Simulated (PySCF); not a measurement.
# C3H9B: the cost of one run

Computed with PySCF 2.14.0, with density-fitted response routines of our own, on a single molecule in the gas phase. Atoms count from 0, in the outputs and in this text.

## Step 1: The molecule as given

13 atoms, charge 0, multiplicity 1; geometry from: GFN2-xTB. The atoms were then displaced at random by about 0.01 Å, so the start is not that level's minimum.

Bonds of the start (Å): B0–C1 1.56, C1–C2 1.54, C1–C3 1.56, B0–H4 1.16, B0–H5 1.21, C1–H6 1.10, C2–H7 1.09, C2–H8 1.06, C2–H9 1.08, C3–H10 1.04, C3–H11 1.09, C3–H12 1.09.

## Step 2: Optimising the geometry at PBE0-D3(BJ)/def2-SVP

Job settings and geometry (Å):

```
{"job": {"xc": "PBE0", "basis": "def2-SVP", "d3": "d3bj", "grid": 1, "shake": 0.01, "kind": "geom"}, "charge": 0, "multiplicity": 1}
B      0.135990     1.616050    -0.146240
C      0.030080     0.077140    -0.343830
C     -1.322120    -0.559200     0.043240
C      1.224210    -0.708870     0.278740
H      1.149880     2.157400    -0.028390
H     -0.859400     2.295480    -0.199980
H      0.139040    -0.033090    -1.435380
H     -1.431470    -0.484500     1.123050
H     -2.132940    -0.044900    -0.416190
H     -1.330280    -1.611880    -0.217750
H      2.141850    -0.322020    -0.036140
H      1.140870    -1.761780     0.010370
H      1.120110    -0.636720     1.358160
```

Started as:

```bash
$ OMP_NUM_THREADS=1 python probes_run.py task.json out
```

The driver reads the jobs from task.json and runs them one after another.

Q: Estimate the wall time and peak memory of this first job on 1 thread of Arm Neoverse V2, shared host.

About 17 s, with a peak of 0.42 GiB.
